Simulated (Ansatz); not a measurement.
Write a Python script for the Python package of Ansatz (0.2.0) that makes cell relaxations under several functionals of LuTlO2, space group R-3m. Use (first run): PBEsol, PAW, cutoff 327 eV, 6×6×6 k-points, fixed occupations, D3BJ dispersion.

```
Lu Tl O
1.0
     1.70299    0.98322    6.50617
    -1.70299    0.98322    6.50617
     0.00000   -1.96645    6.50617
Lu Tl O
1 1 2
Direct
  0.50000 0.50000 0.50000
  0.00000 0.00000 0.00000
  0.77756 0.77756 0.77756
  0.22244 0.22244 0.22244
```

`lutlo2_lattice.py`
```python
"""How the lattice of LuTlO2 depends on the functional."""

import ansatz
import numpy as np

def edges_and_angles(cell):
    cell = np.asarray(cell)
    a, b, c = np.linalg.norm(cell, axis=1)
    cosines = cell[1] @ cell[2] / (b * c), cell[0] @ cell[2] / (a * c), cell[0] @ cell[1] / (a * b)
    return (a, b, c, *np.degrees(np.arccos(cosines)))

vectors = np.array([
    [1.702992, 0.983223, 6.506165],
    [-1.702992, 0.983223, 6.506165],
    [0.0, -1.966446, 6.506165],
])
crystal = (
    ansatz.Lattice.of(vectors)
    .atom("Lu", (0.5, 0.5, 0.5))
    .atom("Tl", (0.0, 0.0, 0.0))
    .atom("O", (0.777563, 0.777563, 0.777563))
    .atom("O", (0.222437, 0.222437, 0.222437))
)

base = (
    crystal.calculation()
    .basis(24 * ansatz.Ry, xc_grid=1)
    .kpoints(length=17)
    .occupations(ansatz.OccupationsMethod.FIXED)
    .relax(cell=True, force_tolerance=0.05)
)

levels = [("pbesol", "d3bj"), ("pbesol", "none"), ("lda", "none")]
print("level            a       b       c    alpha   beta  gamma  V/atom  steps")
for name, dispersion in levels:
    seen = []
    run = base.functional(name, dispersion=dispersion).session().plan()
    outcome = run.execute(on_event=lambda e: seen.append(e) if e["event"] == "relax_step" else None)
    cell = outcome.lattice.cell_ang
    label = name if dispersion == "none" else f"{name}+{dispersion}"
    print("{:13s} {:7.4f} {:7.4f} {:7.4f} {:6.2f} {:6.2f} {:6.2f}".format(label, *edges_and_angles(cell)), f"{abs(np.linalg.det(cell)) / len(outcome.lattice.sites):7.3f} {len(seen):5d}")
```

```console
$ python lutlo2_lattice.py
level            a       b       c    alpha   beta  gamma  V/atom  steps
DeckWarning: basis.ecutwfc = 326.536634951856 eV is below the records' recommended 420 eV, and the density's cutoff is lower with it unless basis.ecutrho_ratio is high enough to keep the records' density cutoff: compare with a run at a higher cutoff
pbesol+d3bj    6.6154  6.6154  6.6154  29.29  29.29  29.29  15.327    13
pbesol         6.6855  6.6855  6.6855  29.20  29.20  29.20  15.736    13
lda            6.6050  6.6050  6.6050  29.21  29.21  29.21  15.179    13
```
(Warnings from the package without file and line.)

From smallest to largest: LDA (15.18 Å³ an atom, -7.1 % against the start), PBEsol+D3BJ (15.33 Å³ an atom, -6.2 % against the start) and PBEsol (15.74 Å³ an atom, -3.7 % against the start). The spread is 3.7 % in volume.

Notes:
- These settings explore the input space; cutoff and mesh may be short of convergence.
- The cutoff lies under the one recommended for these potentials.
- Edges and angles are those of the cell as typed, here a primitive one, not of the conventional cell.
- Spin-orbit coupling, which matters for elements this heavy, is left out.
- This cell is a computed structure, which may not be the phase found in nature.
- Timing: 110 s on 1 thread of Arm Neoverse V1, with other jobs on the host, peak memory 0.44 GiB.
